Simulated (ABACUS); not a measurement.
Runs of ABACUS 3.10.1 on Ba2Tl5V3O12. Symmetry: P-3m1, No. 164, trigonal system. The conventional cell has a = 8.154 Å, b = 8.154 Å, c = 6.921 Å, α = 90.00°, β = 90.00°, γ = 120.00°. Around Ba (site symmetry 3m) lie 6 O at 2.80 Å. Around V (site symmetry 2/m) lie 4 O at 1.82 Å. Tl (site symmetry 2/m) is surrounded by 4 O at 2.53 Å. Tl (site symmetry 3m) has 6 O at 2.73 Å and 3 V at 2.82 Å and 3 Tl at 3.03 Å as nearest neighbours. O (site symmetry 1) has 1 V at 1.82 Å as nearest neighbours. The cell was built by a generator and needn't be a form met in nature.

| task | level | potentials or basis | cell | k mesh | cutoff (eV) | path | points for each segment of the path | SCF threshold on the density | eigensolver | symmetry key | mesh quality | gap on the mesh (eV) | pressure (GPa) | moment (μB) | largest force (eV/Å) |
| --- | --- | --- | --- | --- | --- | --- | --- | --- | --- | --- | --- | --- | --- | --- | --- |
| single point | PBE | PseudoDojo NC SR 0.4.1 PBE standard, TZDP LCAO (the cutoffs set its grid) | as given | 3 × 3 × 3 | 1361 | - | - | 1e-07 | genelpa | 1 | not flagged | none | 0.5 | 0.00 | 0.06 |
| relaxation of cell and atoms | PBE | PseudoDojo NC SR 0.4.1 PBE standard, DZP LCAO (the cutoffs set its grid) | relaxed | 3 × 3 × 3 | 1361 | - | - | 1e-07 | genelpa | 1 | not flagged | - | 0.5 | 0.00 | 0.02 |
| relaxation of cell and atoms | PBE | PseudoDojo NC SR 0.4.1 PBE standard, DZP LCAO (the cutoffs set its grid) | relaxed to 5 GPa | 3 × 3 × 3 | 1361 | - | - | 1e-07 | genelpa | 1 | not flagged | - | 4.3 | 0.00 | 0.02 |
| single point | PBE | Ansatz NC PBE, plane waves | as given | 3 × 3 × 3 | 1252 | - | - | 1e-08 | dav | 1 | not flagged | none | 0.1 | 0.00 | 0.02 |
| relaxation of the atoms | PBE | PseudoDojo NC SR 0.4.1 PBE standard, DZP LCAO (the cutoffs set its grid) | atoms relaxed from: cell strained by +0.06 along c | 3 × 3 × 3 | 1361 | - | - | 1e-07 | genelpa | 1 | not flagged | none | -0.5 | 1.44 | 0.02 |
| relaxation of cell and atoms | PBE | PseudoDojo NC SR 0.4.1 PBE standard, DZP LCAO (the cutoffs set its grid) | relaxed to 30 GPa | 3 × 3 × 3 | 1361 | - | - | 1e-07 | genelpa | 1 | not flagged | - | 25.1 | 0.00 | 0.02 |
| single point | r2SCAN | SG15 ONCV 1.2 PBE, DZP LCAO (the cutoffs set its grid) | as given | 2 × 2 × 2 | 1361 | - | - | 1e-07 | genelpa | 1 | coarse | none | (a) | 0.00 | 0.27 |
| relaxation of the atoms | PBE | PseudoDojo NC SR 0.4.1 PBE standard, DZP LCAO (the cutoffs set its grid) | atoms relaxed from: cell strained by +0.03 along c | 3 × 3 × 3 | 1361 | - | - | 1e-07 | genelpa | 1 | not flagged | none | 0.0 | (b) | 0.01 |
| relaxation of the atoms | PBE | PseudoDojo NC SR 0.4.1 PBE standard, DZP LCAO (the cutoffs set its grid) | atoms relaxed | 3 × 3 × 3 | 1361 | - | - | 1e-07 | genelpa | 1 | not flagged | none | 1.3 | 0.00 | 0.01 |

Alike in all rows: spin collinear, ferromagnetic start; smearing fermi-dirac 0.05 eV.

Task: Estimate the missing entries.

Result: (a) -1.9; (b) 0.41.

Caveats: some runs use coarse meshes; the atomic orbitals were generated for these runs and aren't a published set (some runs); the basis of atomic orbitals isn't converged, which shifts pressures, moduli and gaps (some runs); this release of the barium file is off (some runs); semilocal functionals often make such compounds metallic where correlation or magnetic order opens a gap, which also shifts bond lengths (some runs); one lattice vector was held during the relaxation (some runs); there are fewer bands than atomic start orbitals, so a level may be missed at k points of high symmetry (some runs).

A k mesh can miss the band edges, and the runs leave out spin-orbit coupling on Ba, Tl.

A gap of «none» marks a metal or a gap under the smearing width.
